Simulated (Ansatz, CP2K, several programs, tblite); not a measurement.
Energy against volume for ZnS in the wurtzite structure, at fixed shape and fractional coordinates, computed by several methods (PBE and r2SCAN, where shown, with plane waves in Ansatz); the cell shown is that of r2SCAN. With free coordinates or axes held, a curve is too stiff, and on another method's shape its minimum isn't the method's own volume. The symmetry is P6_3mc (No. 186, hexagonal); conventional cell a = 3.805 Å, c = 6.244 Å, 19.58 Å³ an atom. Around Zn lie 4 S at 2.33–2.34 Å; around S lie 4 Zn at 2.33–2.34 Å. (Simulation; spin polarisation is off.) Energies count from each curve's lowest point; fits are third-order Birch-Murnaghan.

```
CELL_PARAMETERS angstrom
3.80545 0.00000 0.00000
-1.90273 3.29562 0.00000
0.00000 0.00000 6.24399
ATOMIC_POSITIONS crystal
Zn 0.33333 0.66667 0.00034
Zn 0.66667 0.33333 0.50034
S 0.33333 0.66667 0.37466
S 0.66667 0.33333 0.87466
```

Q: PBE/SZV (CP2K), on the shape of the cell shown, gives

| V (Å³/atom) | E (meV/atom) |
| --- | --- |
| 17.228 | 110.47 |
| 18.402 | 25.55 |
| 19.577 | 0.00 |
| 20.752 | 18.48 |
| 21.926 | 69.31 |

What equilibrium volume and bulk modulus follow?

A: V₀ = 19.61 Å³ an atom and B₀ = 98 GPa.

r2SCAN, on the shape of its own relaxed cell:
```tsv
V (Å³/atom)	E (meV/atom)
18.402	19.64
18.990	4.74
19.577	0.00
20.164	3.91
20.752	15.20
```
V₀ = 19.59 Å³ an atom and B₀ = 78 GPa.

light PBE (260 eV, its own mesh), on the shape of the cell shown:
```tsv
V (Å³/atom)	E (meV/atom)
18.011	85.53
18.794	38.13
19.577	12.12
20.360	0.00
21.143	14.49
21.926	24.82
```
The points scatter about a smooth fit, as a low cutoff and a light mesh can make them, so no fit is quoted.

GFN2-xTB (tblite), on the shape of the cell shown, as a cluster of 72 atoms at the zone centre:
```csv
V (Å³/atom),E (meV/atom)
17.228,140.74
18.402,58.67
19.577,14.98
20.752,0.00
21.926,5.90
```
V₀ = 20.96 Å³ an atom and B₀ = 48 GPa.

GFN1-xTB (tblite), on the shape of the cell shown, as a cluster of 72 atoms at the zone centre:
```csv
V (Å³/atom),E (meV/atom)
17.228,322.86
18.402,174.13
19.577,79.75
20.752,25.10
21.926,0.00
```
This method closes the gap of a crystal that DFT finds insulating, so its curve rests on a wrong state.
The lowest point is an end point, so the minimum isn't bracketed.
